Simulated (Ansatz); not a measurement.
# Ba2TaS4: the cost of one run

Computed with Ansatz 0.2.0 (DFT PBE, scalar-relativistic, plane waves, PAW, unless a step's input says otherwise).

## (1) The starting structure

Symmetry: P6/mmm, No. 191, hexagonal system. The conventional cell has a = 5.298 Å, b = 5.298 Å, c = 8.762 Å, α = 90.00°, β = 90.00°, γ = 120.00°. Ba (site symmetry 6mm) has 1 S at 1.94 Å in its first shell of neighbours. Around Ta (site symmetry 6/mmm) lie 2 Ba at 2.45 Å and 6 S at 2.65 Å. S (site symmetry mmm) has 4 S at 2.65 Å and 2 Ta at 2.65 Å in its first shell of neighbours. S (site symmetry 6/mmm) is surrounded by 2 Ba at 1.94 Å.

Coordinates:

```
CELL_PARAMETERS angstrom
5.29845 0.00000 0.00000
-2.64922 4.58859 0.00000
0.00000 0.00000 8.76191
ATOMIC_POSITIONS crystal
Ba 0.00000 0.00000 0.77907
Ba 0.00000 0.00000 0.22093
Ta 0.00000 0.00000 0.50000
S 0.50000 0.00000 0.50000
S 0.00000 0.50000 0.50000
S 0.50000 0.50000 0.50000
S 0.00000 0.00000 0.00000
```

A structure generator made this guess: random cell by space group and Wyckoff sites (P6/mmm, No. 191). Lengths come from tabulated atomic sizes and are only a guess.

## (2) Probe: one point on a coarse mesh

File input.yaml:

```yaml
crystal:
  lattice:
    - [5.29844847, 0.0, 0.0]
    - [-2.64922423, 4.58859097, 0.0]
    - [0.0, 0.0, 8.76190604]
  atoms:
    - { symbol: Ba, position: [0.0, 0.0, 0.77907491] }
    - { symbol: Ba, position: [0.0, 0.0, 0.22092509] }
    - { symbol: Ta, position: [0.0, 0.0, 0.5] }
    - { symbol: S, position: [0.5, 0.0, 0.5] }
    - { symbol: S, position: [0.0, 0.5, 0.5] }
    - { symbol: S, position: [0.5, 0.5, 0.5] }
    - { symbol: S, position: [0.0, 0.0, 0.0] }
basis:
  ecutwfc: 420
kpoints:
  mp_grid: { grid: [6, 6, 2] }
hamiltonian:
  xc: pbe
scf:
  occupations: { method: gaussian, width: 0.1 }
  lower_state_search: "off"
output:
  forces: true
  stress: true
  eigenvalues: true
```

Launch:

```sh
> ansatz run input.yaml --threads 1 --pin off --max-ram 2560MiB --backend cpu --events-out ev --progress --plain --runs-dir out
```

What time and memory should one allow on 1 thread of Intel Xeon at 2.80GHz (Skylake/Cascade Lake), shared host?

About 6.9 s, with a peak of 0.5 GiB.
